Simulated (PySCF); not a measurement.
# 1,1,1,2,2-pentafluoro-2-methoxyethane (C3H3F5O): NMR shifts and electronic excitations in gas and solvents

Aim: compute the NMR shifts and electronic excitations of 1,1,1,2,2-pentafluoro-2-methoxyethane (C3H3F5O) (`COC(F)(F)C(F)(F)F`), and see what a dielectric continuum does where one was used.

Programs: PySCF 2.14.0, with density-fitted response routines of our own. Each step states its level of theory. These are calculated values for one molecule, in the gas phase or a continuum, unless marked as measured. Atoms are numbered from 0 throughout.

## (1) Starting geometry

12 atoms, charge 0, multiplicity 1; geometry from: GFN2-xTB.

Bonds of the start (Å): C0–O1 1.44, O1–C2 1.33, C2–F3 1.36, C2–F4 1.36, C2–C5 1.55, C5–F6 1.33, C5–F7 1.33, C5–F8 1.33, C0–H9 1.09, C0–H10 1.09, C0–H11 1.09.

## (2) Optimising the geometry at PBE0-D3(BJ)/def2-SVP

What the job is given:

```
{"job": {"xc": "PBE0", "basis": "def2-SVP", "d3": "d3bj", "grid": 1, "kind": "geom"}, "charge": 0, "multiplicity": 1}
C     -1.894501     0.367373     0.335543
O     -0.487602     0.564607     0.567804
C      0.317254    -0.335410     0.021845
F      0.070172    -1.605229     0.448019
F      0.197925    -0.411495    -1.332855
C      1.789206     0.018337     0.364890
F      2.101720     1.223730    -0.102065
F      2.636635    -0.858962    -0.162737
F      1.973647     0.026608     1.681944
H     -2.215503    -0.587185     0.755026
H     -2.378521     1.191491     0.850619
H     -2.109235     0.405449    -0.733413
```

Output:

```text
step   0  E = -689.37017020  max force = 0.014513
step   1  E = -689.37035822  max force = 0.009704
step   2  E = -689.37107243  max force = 0.003724
step   3  E = -689.37128360  max force = 0.001434
step   4  E = -689.37134513  max force = 0.000599
step   5  E = -689.37138361  max force = 0.000560
step   6  E = -689.37139281  max force = 0.000298
optimisation converged
```

Run time: 94 s. Hardware: 1 thread, shared host.

Along the way:

| step | energy from step 0 (eV) | largest force component (eV/Å) |
| --- | --- | --- |
| 0 | 0.0000 | 0.7463 |
| 1 | -0.0051 | 0.4990 |
| 2 | -0.0246 | 0.1915 |
| 3 | -0.0303 | 0.0737 |
| 4 | -0.0320 | 0.0308 |
| 5 | -0.0330 | 0.0288 |
| 6 | -0.0333 | 0.0153 |

Close pairs (by a distance rule), those that changed most:

| bond | before (Å) | after (Å) | change (Å) |
| --- | --- | --- | --- |
| C0–O1 | 1.440 | 1.421 | -0.018 |
| C2–F3 | 1.362 | 1.349 | -0.013 |
| C2–F4 | 1.362 | 1.350 | -0.012 |
| C2–C5 | 1.552 | 1.541 | -0.011 |
| C0–H10 | 1.086 | 1.095 | +0.010 |
| O1–C2 | 1.325 | 1.334 | +0.009 |
| C0–H9 | 1.091 | 1.100 | +0.009 |
| C0–H11 | 1.091 | 1.100 | +0.009 |

The next job starts from the end point, and lists it.

```
                         at the end point                value
rotational constants (GHz, main isotopes)  2.576, 1.326, 1.272
                        dipole moment (D)                 2.57
```

## (3) Shielding tensors: PBE0/pcSseg-1 in acetone

What the job is given:

```
{"job": {"kind": "nmr", "xc": "PBE0", "basis": "pcSseg-1", "solvent": "acetone", "pop": true}, "charge": 0, "multiplicity": 1}
C     -1.852993     0.241754    -0.189816
O     -0.609914     0.485180     0.454514
C      0.408748    -0.295198     0.089430
F      0.159347    -1.602262     0.311205
F      0.692889    -0.184925    -1.225348
C      1.660255     0.107015     0.893992
F      1.997447     1.358063     0.616971
F      2.672560    -0.688696     0.577190
F      1.424964     0.000450     2.192969
H     -2.228884    -0.762143     0.056357
H     -2.546865     0.998751     0.191725
H     -1.755314     0.346991    -1.280117
```

With the program's defaults for keys left out, this is: GIAO PBE0/pcSseg-1 NMR shielding, non-relativistic, IEF-PCM acetone.

Output:

```text
coarse grid: 11640 points
cycle   1  E = -689.5055393432  dE =  1.645e+00  |g| = 1.197e+00  |ddm| = 2.974e+00
cycle   2  E = -689.2356914885  dE =  2.698e-01  |g| = 1.822e+00  |ddm| = 1.395e+00
cycle   3  E = -689.7400556621  dE = -5.044e-01  |g| = 4.918e-02  |ddm| = 8.514e-01
cycle   4  E = -689.7403392387  dE = -2.836e-04  |g| = 2.645e-02  |ddm| = 4.346e-02
cycle   5  E = -689.7404261383  dE = -8.690e-05  |g| = 1.095e-02  |ddm| = 1.907e-02
cycle   6  E = -689.7404450045  dE = -1.887e-05  |g| = 1.861e-03  |ddm| = 5.932e-03
cycle   7  E = -689.7404455428  dE = -5.383e-07  |g| = 4.857e-04  |ddm| = 1.340e-03
final grid: 118968 points
cycle   8  E = -689.8374489999  dE = -5.693e-05  |g| = 9.868e-03  |ddm| = 2.018e-02
cycle   9  E = -689.8374353732  dE =  1.363e-05  |g| = 1.361e-02  |ddm| = 1.132e-02
cycle  10  E = -689.8374656125  dE = -3.024e-05  |g| = 7.398e-04  |ddm| = 6.560e-03
cycle  11  E = -689.8374657130  dE = -1.004e-07  |g| = 2.973e-04  |ddm| = 6.335e-04
cycle  12  E = -689.8374657287  dE = -1.576e-08  |g| = 8.281e-05  |ddm| = 1.985e-04
cycle  13  E = -689.8374657296  dE = -8.631e-10  |g| = 2.048e-05  |ddm| = 4.358e-05
converged SCF energy = -689.8374657296

GIAO shielding tensors (ppm)
atom      isotropic    diamagn.    paramagn.     s11        s22        s33       span
  0 C      134.169     244.574    -110.405    105.069    111.434    186.005     80.936
  1 O      254.936     399.311    -144.375    191.956    262.798    310.054    118.098
  2 C       64.603     241.149    -176.547     43.960     72.813     77.036     33.076
  3 F      292.293     474.786    -182.492    189.041    314.620    373.219    184.178
  4 F      292.832     475.632    -182.800    186.703    316.437    375.357    188.654
  5 C       62.338     242.619    -180.281     51.340     66.744     68.931     17.591
  6 F      276.473     471.903    -195.430    202.450    273.841    353.127    150.676
  7 F      278.803     469.279    -190.476    203.184    275.618    357.608    154.424
  8 F      276.540     470.995    -194.455    203.005    274.012    352.603    149.599
  9 H       27.389      28.203      -0.814     22.645     25.572     33.951     11.306
 10 H       27.359      27.497      -0.137     23.220     25.051     33.807     10.587
 11 H       27.361      28.560      -1.199     22.609     25.646     33.828     11.218
```

Wall time 35 s (1 thread, shared host).

The references, computed at this level on geometries of the same kind, shield at (ppm): ¹H TMS 31.24, ¹³C TMS 185.4, ¹⁹F CFCl3 180.4, ¹⁷O H2O 342.8. Their shielding less the atom's gives the shift. The references are single molecules in the same continuum, so shifts against H2O, NH3, PH3, H3PO4 or CFCl3 are not on the usual liquid scales and can be off by tens of ppm. Atoms listed in one row are averaged.

```
       atoms                                       environment  σ (ppm)  δ (ppm)
          C5                                        CF3 carbon     62.3    123.1
          C2  fully substituted sp3 carbon bonded to 2 F and O     64.6    120.8
          C0                         methyl carbon bonded to O    134.2     51.3
H9, H10, H11           hydrogen on a methyl carbon bonded to O    27.37     3.87
          O1                                      ether oxygen    254.9     87.8
  F6, F7, F8                           fluorine of a CF3 group    277.3    -96.9
      F3, F4                           fluorine of a CF2 group    292.6   -112.2
```

The run also stored atomic charges by several schemes (e):

| atoms | Mulliken | IAO | Hirshfeld | ESP fit |
| --- | --- | --- | --- | --- |
| C0 | -0.06 | -0.22 | -0.03 | -0.17 |
| O1 | -0.51 | -0.36 | -0.14 | -0.25 |
| C2 | 0.68 | 0.68 | 0.21 | 0.26 |
| F3, F4 | -0.29 | -0.30 | -0.10 | -0.14 |
| C5 | 0.80 | 0.79 | 0.23 | 0.43 |
| F6, F7, F8 | -0.26 | -0.27 | -0.09 | -0.14 |

Mayer bond orders: C0–O1 0.84, O1–C2 1.10, C2–F3 0.95, C2–F4 0.96, C2–C5 0.90, C5–F6 1.03, C5–F7 1.02, C5–F8 1.03.

## (4) Nuclear shieldings: PBE0/pcSseg-1 in benzene

Same as in step 3 but for these lines:

```diff
@@ -1,2 +1,2 @@
-{"job": {"kind": "nmr", "xc": "PBE0", "basis": "pcSseg-1", "solvent": "acetone", "pop": true}, "charge": 0, "multiplicity": 1}
+{"job": {"kind": "nmr", "xc": "PBE0", "basis": "pcSseg-1", "solvent": "benzene", "pop": false}, "charge": 0, "multiplicity": 1}
 C     -1.852993     0.241754    -0.189816
```

Method: GIAO PBE0/pcSseg-1 NMR shielding, non-relativistic, IEF-PCM benzene.

Output:

```text
coarse grid: 11640 points
cycle   1  E = -689.5020360369  dE =  1.648e+00  |g| = 1.202e+00  |ddm| = 2.975e+00
cycle   2  E = -689.2249717860  dE =  2.771e-01  |g| = 1.839e+00  |ddm| = 1.412e+00
cycle   3  E = -689.7378422255  dE = -5.129e-01  |g| = 5.076e-02  |ddm| = 8.640e-01
cycle   4  E = -689.7381350650  dE = -2.928e-04  |g| = 2.842e-02  |ddm| = 4.710e-02
cycle   5  E = -689.7382380249  dE = -1.030e-04  |g| = 1.156e-02  |ddm| = 2.069e-02
cycle   6  E = -689.7382591423  dE = -2.112e-05  |g| = 1.981e-03  |ddm| = 6.337e-03
cycle   7  E = -689.7382597403  dE = -5.980e-07  |g| = 5.228e-04  |ddm| = 1.425e-03
final grid: 118968 points
cycle   8  E = -689.8352704474  dE = -5.684e-05  |g| = 9.874e-03  |ddm| = 2.018e-02
cycle   9  E = -689.8352564668  dE =  1.398e-05  |g| = 1.368e-02  |ddm| = 1.141e-02
cycle  10  E = -689.8352870677  dE = -3.060e-05  |g| = 7.656e-04  |ddm| = 6.684e-03
cycle  11  E = -689.8352871749  dE = -1.072e-07  |g| = 3.131e-04  |ddm| = 6.754e-04
cycle  12  E = -689.8352871919  dE = -1.705e-08  |g| = 8.849e-05  |ddm| = 2.094e-04
cycle  13  E = -689.8352871929  dE = -9.982e-10  |g| = 2.132e-05  |ddm| = 4.660e-05
converged SCF energy = -689.8352871929

GIAO shielding tensors (ppm)
atom      isotropic    diamagn.    paramagn.     s11        s22        s33       span
  0 C      134.533     244.483    -109.950    106.095    112.099    185.406     79.311
  1 O      254.942     398.917    -143.975    192.510    262.401    309.915    117.405
  2 C       64.710     241.238    -176.528     44.569     73.140     76.420     31.851
  3 F      292.038     474.686    -182.648    188.571    314.433    373.111    184.540
  4 F      292.588     475.530    -182.942    186.152    316.284    375.328    189.176
  5 C       62.347     242.502    -180.155     51.121     66.885     69.036     17.915
  6 F      275.849     471.820    -195.971    201.948    272.992    352.608    150.660
  7 F      278.052     469.193    -191.141    202.681    274.371    357.103    154.422
  8 F      275.942     470.915    -194.973    202.522    273.215    352.088    149.566
  9 H       27.484      28.325      -0.841     22.737     25.704     34.010     11.273
 10 H       27.492      27.643      -0.151     23.355     25.223     33.898     10.543
 11 H       27.456      28.683      -1.227     22.703     25.779     33.885     11.182
```

Run time: 29 s. Hardware: 1 thread, shared host.

Key values: δ C5 122.5, C2 120.2, C0 50.3, O1 83.8, H9 3.78 ppm (means over like atoms).

## (5) Ultraviolet spectrum: wB97X-D/def2-SVPD

Same as in step 4 but for these lines:

```diff
@@ -1,2 +1,2 @@
-{"job": {"kind": "nmr", "xc": "PBE0", "basis": "pcSseg-1", "solvent": "benzene", "pop": false}, "charge": 0, "multiplicity": 1}
+{"job": {"kind": "uv", "xc": "wB97X-D", "basis": "def2-SVPD", "dynamic": true, "nstates": 6, "ntriplets": 0}, "charge": 0, "multiplicity": 1}
 C     -1.852993     0.241754    -0.189816
```

Level: TDDFT wB97X-D/def2-SVPD, vertical, gas phase, core orbitals frozen in the response.

Output:

```text
coarse grid: 11640 points
cycle   1  E = -689.5049487296  dE =  1.741e+00  |g| = 1.257e+00  |ddm| = 4.206e+00
cycle   2  E = -689.4459300199  dE =  5.902e-02  |g| = 1.486e+00  |ddm| = 2.484e+00
cycle   3  E = -689.7905828637  dE = -3.447e-01  |g| = 6.670e-02  |ddm| = 1.326e+00
cycle   4  E = -689.7913011588  dE = -7.183e-04  |g| = 2.593e-02  |ddm| = 1.113e-01
cycle   5  E = -689.7914156875  dE = -1.145e-04  |g| = 1.050e-02  |ddm| = 3.402e-02
cycle   6  E = -689.7914346273  dE = -1.894e-05  |g| = 2.218e-03  |ddm| = 1.236e-02
cycle   7  E = -689.7914358084  dE = -1.181e-06  |g| = 6.138e-04  |ddm| = 3.786e-03
final grid: 118968 points
cycle   8  E = -689.8869148569  dE = -1.758e-04  |g| = 1.027e-02  |ddm| = 1.794e-01
cycle   9  E = -689.8869176205  dE = -2.764e-06  |g| = 1.076e-02  |ddm| = 2.818e-02
cycle  10  E = -689.8869339391  dE = -1.632e-05  |g| = 9.857e-04  |ddm| = 7.102e-03
cycle  11  E = -689.8869341137  dE = -1.745e-07  |g| = 4.846e-04  |ddm| = 2.308e-03
cycle  12  E = -689.8869341581  dE = -4.440e-08  |g| = 1.206e-04  |ddm| = 7.859e-04
cycle  13  E = -689.8869341607  dE = -2.607e-09  |g| = 2.947e-05  |ddm| = 1.511e-04
cycle  14  E = -689.8869341609  dE = -2.001e-10  |g| = 8.836e-06  |ddm| = 6.414e-05
converged SCF energy = -689.8869341609

Static polarisability (au): isotropic 46.393, principal 43.315 43.501 52.364

Singlet excitations
state   eV       nm        f      main configurations
  1   9.3974    131.9   0.01306   H->L 0.93
  2   9.8676    125.6   0.01033   H->L+1 0.42, H->L+3 0.29, H->L+4 0.18
  3  10.4490    118.7   0.04387   H-1->L 0.42, H->L+2 0.42
  4  10.5590    117.4   0.06358   H->L+2 0.42, H-1->L 0.40
  5  10.9460    113.3   0.00042   H->L+3 0.51, H->L+4 0.23, H->L+5 0.11
  6  10.9679    113.0   0.04087   H-1->L+1 0.40, H-1->L+3 0.28, H-1->L+4 0.14
```

Run time: 70 s. Hardware: 1 thread, shared host.

The orbitals next to the gap, with their largest atomic shares:

```
orbital      eV                      atoms
 HOMO−3  -14.26  F4 26 %, F3 25 %, F6 16 %
 HOMO−2  -13.08  C2 14 %, F3 14 %, F4 13 %
 HOMO−1  -12.73  O1 40 %, C0 20 %, H10 7 %
   HOMO  -11.62   O1 56 %, C0 16 %, H9 8 %
   LUMO    2.17  C0 31 %, H10 11 %, H9 9 %
 LUMO+1    2.84  C5 14 %, O1 11 %, F8 11 %
 LUMO+2    3.26  F4 17 %, F3 16 %, O1 15 %
```

With each of the 6 states as a Gaussian band of 0.4 eV half-width at 1/e, the curve within the window shown has maxima at 117 nm (ε 4,800) L/(mol cm). Beyond the last state computed it falls off for lack of states. The curve at chosen wavelengths:

| nm | ε (L/mol/cm) |
| --- | --- |
| 110 | 1090 |
| 111 | 1634 |
| 112 | 2250 |
| 114 | 3551 |
| 115 | 4147 |
| 116 | 4605 |
| 117 | 4826 |
| 118 | 4739 |
| 120 | 3718 |
| 121 | 2991 |
| 122 | 2292 |
| 123 | 1712 |
| 124 | 1286 |
| 126 | 845 |
| 127 | 761 |
| 128 | 723 |
| 129 | 706 |
| 130 | 693 |
| 132 | 632 |
| 133 | 574 |
| 134 | 501 |
| 135 | 418 |
| 136 | 332 |
| 138 | 183 |
| 139 | 127 |
| 140 | 84 |

Ground-state properties from the same run:

```csv
property,computed
dipole moment (D),2.67
polarisability (Å³),6.87
HOMO–LUMO gap (eV),13.79
−ε(HOMO) (eV),11.62
C6 with itself (au),1272
```

## (6) Excited states and response: wB97X-D/def2-SVPD in acetone

Same as in step 5 but for these lines:

```diff
@@ -1,2 +1,2 @@
-{"job": {"kind": "uv", "xc": "wB97X-D", "basis": "def2-SVPD", "dynamic": true, "nstates": 6, "ntriplets": 0}, "charge": 0, "multiplicity": 1}
+{"job": {"kind": "uv", "xc": "wB97X-D", "basis": "def2-SVPD", "solvent": "acetone", "nstates": 6, "ntriplets": 0}, "charge": 0, "multiplicity": 1}
 C     -1.852993     0.241754    -0.189816
```

Method: TDDFT wB97X-D/def2-SVPD, vertical, IEF-PCM acetone (non-equilibrium linear response), core orbitals frozen in the response.

Output:

```text
coarse grid: 11640 points
cycle   1  E = -689.5116964224  dE =  1.735e+00  |g| = 1.249e+00  |ddm| = 4.207e+00
cycle   2  E = -689.4618858297  dE =  4.981e-02  |g| = 1.458e+00  |ddm| = 2.507e+00
cycle   3  E = -689.7947190889  dE = -3.328e-01  |g| = 6.675e-02  |ddm| = 1.337e+00
cycle   4  E = -689.7954593227  dE = -7.402e-04  |g| = 2.396e-02  |ddm| = 1.107e-01
cycle   5  E = -689.7955636173  dE = -1.043e-04  |g| = 9.100e-03  |ddm| = 3.225e-02
cycle   6  E = -689.7955779023  dE = -1.429e-05  |g| = 2.211e-03  |ddm| = 1.134e-02
cycle   7  E = -689.7955791054  dE = -1.203e-06  |g| = 5.176e-04  |ddm| = 4.077e-03
final grid: 118968 points
cycle   8  E = -689.8910745975  dE = -1.762e-04  |g| = 1.029e-02  |ddm| = 1.802e-01
cycle   9  E = -689.8910777407  dE = -3.143e-06  |g| = 1.070e-02  |ddm| = 2.857e-02
cycle  10  E = -689.8910938650  dE = -1.612e-05  |g| = 9.446e-04  |ddm| = 6.984e-03
cycle  11  E = -689.8910940387  dE = -1.737e-07  |g| = 4.641e-04  |ddm| = 2.420e-03
cycle  12  E = -689.8910940830  dE = -4.433e-08  |g| = 1.056e-04  |ddm| = 8.409e-04
cycle  13  E = -689.8910940853  dE = -2.244e-09  |g| = 3.443e-05  |ddm| = 1.698e-04
cycle  14  E = -689.8910940855  dE = -2.924e-10  |g| = 1.001e-05  |ddm| = 7.596e-05
converged SCF energy = -689.8910940855

Static polarisability (au): isotropic 56.480, principal 54.105 54.416 60.919

Singlet excitations
state   eV       nm        f      main configurations
  1   9.4152    131.7   0.00838   H->L 0.79, H->L+1 0.10
  2   9.9216    125.0   0.01738   H->L+1 0.36, H->L+3 0.26, H->L+4 0.25
  3  10.3037    120.3   0.07101   H->L+2 0.71, H->L+6 0.09, H-1->L 0.09
  4  10.5007    118.1   0.04453   H-1->L 0.64, H->L+2 0.09, H-1->L+3 0.09
  5  10.8013    114.8   0.02405   H->L+3 0.44, H->L+1 0.24, H->L+8 0.10
  6  10.9738    113.0   0.04661   H-1->L+1 0.38, H-1->L+4 0.25, H-1->L+3 0.23
```

It took 64 s on 1 thread, shared host.

In short: HOMO -11.37 eV, LUMO 2.35 eV; lowest singlet 9.42 eV.

## (7) Excited states and response: wB97X-D/def2-SVPD in benzene

Same as in step 6 but for these lines:

```diff
@@ -1,2 +1,2 @@
-{"job": {"kind": "uv", "xc": "wB97X-D", "basis": "def2-SVPD", "solvent": "acetone", "nstates": 6, "ntriplets": 0}, "charge": 0, "multiplicity": 1}
+{"job": {"kind": "uv", "xc": "wB97X-D", "basis": "def2-SVPD", "solvent": "benzene", "nstates": 6, "ntriplets": 0}, "charge": 0, "multiplicity": 1}
 C     -1.852993     0.241754    -0.189816
```

Method: TDDFT wB97X-D/def2-SVPD, vertical, IEF-PCM benzene (non-equilibrium linear response), core orbitals frozen in the response.

Output:

```text
coarse grid: 11640 points
cycle   1  E = -689.5082828950  dE =  1.738e+00  |g| = 1.253e+00  |ddm| = 4.207e+00
cycle   2  E = -689.4532894304  dE =  5.499e-02  |g| = 1.473e+00  |ddm| = 2.493e+00
cycle   3  E = -689.7926324921  dE = -3.393e-01  |g| = 6.654e-02  |ddm| = 1.330e+00
cycle   4  E = -689.7933591566  dE = -7.267e-04  |g| = 2.490e-02  |ddm| = 1.104e-01
cycle   5  E = -689.7934678947  dE = -1.087e-04  |g| = 9.747e-03  |ddm| = 3.281e-02
cycle   6  E = -689.7934842271  dE = -1.633e-05  |g| = 2.201e-03  |ddm| = 1.172e-02
cycle   7  E = -689.7934854007  dE = -1.174e-06  |g| = 5.586e-04  |ddm| = 3.840e-03
final grid: 118968 points
cycle   8  E = -689.8889743784  dE = -1.760e-04  |g| = 1.028e-02  |ddm| = 1.798e-01
cycle   9  E = -689.8889773137  dE = -2.935e-06  |g| = 1.074e-02  |ddm| = 2.838e-02
cycle  10  E = -689.8889935451  dE = -1.623e-05  |g| = 9.637e-04  |ddm| = 7.043e-03
cycle  11  E = -689.8889937179  dE = -1.728e-07  |g| = 4.734e-04  |ddm| = 2.354e-03
cycle  12  E = -689.8889937618  dE = -4.392e-08  |g| = 1.120e-04  |ddm| = 8.057e-04
cycle  13  E = -689.8889937642  dE = -2.347e-09  |g| = 3.129e-05  |ddm| = 1.567e-04
cycle  14  E = -689.8889937644  dE = -2.319e-10  |g| = 9.238e-06  |ddm| = 6.835e-05
converged SCF energy = -689.8889937644

Static polarisability (au): isotropic 50.794, principal 47.903 48.000 56.478

Singlet excitations
state   eV       nm        f      main configurations
  1   9.4018    131.9   0.01399   H->L 0.87
  2   9.8902    125.4   0.01615   H->L+1 0.37, H->L+3 0.29, H->L+4 0.23
  3  10.3608    119.7   0.07019   H->L+2 0.62, H-1->L 0.20
  4  10.5158    117.9   0.06403   H-1->L 0.60, H->L+2 0.20
  5  10.8796    114.0   0.01515   H->L+3 0.48, H->L+1 0.25, H->L+4 0.08
  6  10.9576    113.1   0.04938   H-1->L+1 0.38, H-1->L+3 0.28, H-1->L+4 0.20
```

Wall time 61 s (1 thread, shared host).

In short: HOMO -11.48 eV, LUMO 2.30 eV; lowest singlet 9.40 eV.

## (8) Comparing the runs: NMR shifts

Shifts (ppm) of some atoms, chosen among heavy atoms and hydrogens apart, means over like atoms, with basis size and wall time:

```
                     run     C2    C0    H9    O1     F6      F3  functions  time
PBE0/pcSseg-1 in acetone  120.8  51.3  3.87  87.8  -96.9  -112.2        168  35 s
PBE0/pcSseg-1 in benzene  120.2  50.3  3.78  83.8  -97.9  -113.6        168  29 s
```

The continuum's effect on the ground state:

| solvent | ε | polarisation energy (Eh) | μ (D) |
| --- | --- | --- | --- |
| benzene | 2.27 | -0.0023 | 2.88 |
| acetone | 20.49 | -0.0048 | 3.07 |

## (9) Run by run: electronic excitations

Excitations and ground-state properties, with basis size and wall time:

```csv
run,lowest singlet (eV),brightest (eV),f,gap (eV),α (Å³),μ (D),functions,time
wB97X-D/def2-SVPD,9.40,10.56,0.064,13.79,6.87,2.67,222,70 s
wB97X-D/def2-SVPD in acetone,9.42,10.30,0.071,13.72,8.37,3.12,222,64 s
wB97X-D/def2-SVPD in benzene,9.40,10.36,0.070,13.78,7.53,2.90,222,61 s
```

The continuum's effect on the ground state:

```csv
solvent,ε,polarisation energy (Eh),μ (D)
benzene,2.27,-0.0022,2.90
acetone,20.49,-0.0046,3.12
```

## (10) Summary of results

| quantity | value |
| --- | --- |
| rotational constants (main isotopes) | 2.58, 1.33, 1.27 GHz |
| ¹³C shifts against TMS (PBE0/pcSseg-1, acetone) | 123.1, 120.8, 51.3 ppm |
| ¹H shifts against TMS (PBE0/pcSseg-1, acetone, means over atoms taken as alike) | 3.87 ppm |
| ¹⁷O shifts against H2O (PBE0/pcSseg-1, acetone) | 87.8 ppm |
| ¹⁹F shifts against CFCl3 (PBE0/pcSseg-1, acetone, means over atoms taken as alike) | -96.9, -112.2 ppm |
| lowest singlet (wB97X-D/def2-SVPD) | 9.40 eV (132 nm), f = 0.013 |
| brightest single state of those computed | state 4, 10.56 eV, f = 0.064 |
| range of the shift of O1 | 83.8 to 87.8 ppm |
| range of the lowest singlet | 9.40 to 9.42 eV |

What this shows: Relaxing lowered the energy by 0.033 eV in 6 steps; the close pair that moved most is C0–O1, from 1.440 to 1.421 Å. At PBE0/pcSseg-1: The largest span, 186 ppm, is at F3, F4, where the paramagnetic term is -183 ppm. The first singlet state (HOMO→LUMO 0.93) lies at 9.40 eV and is weak; of the 6 states computed, the strongest absorption comes from state 4 at 10.56 eV (the last state computed is bright too, and its partners may lie past the list). Across the 2 runs the shift of O1 moves most, between 83.8 (PBE0/pcSseg-1 in benzene) and 87.8 ppm (PBE0/pcSseg-1 in acetone). Most of that comes from the computed reference, not from the atom's own shielding. The continuum holds electrostatics alone: no hydrogen bonds to the solvent, and the gas-phase geometry is kept. The lowest singlet runs from 9.40 eV (wB97X-D/def2-SVPD) to 9.42 eV (wB97X-D/def2-SVPD in acetone), while the orbital gap spans 13.72 to 13.79 eV. The lowest state need not be the same one in every run.
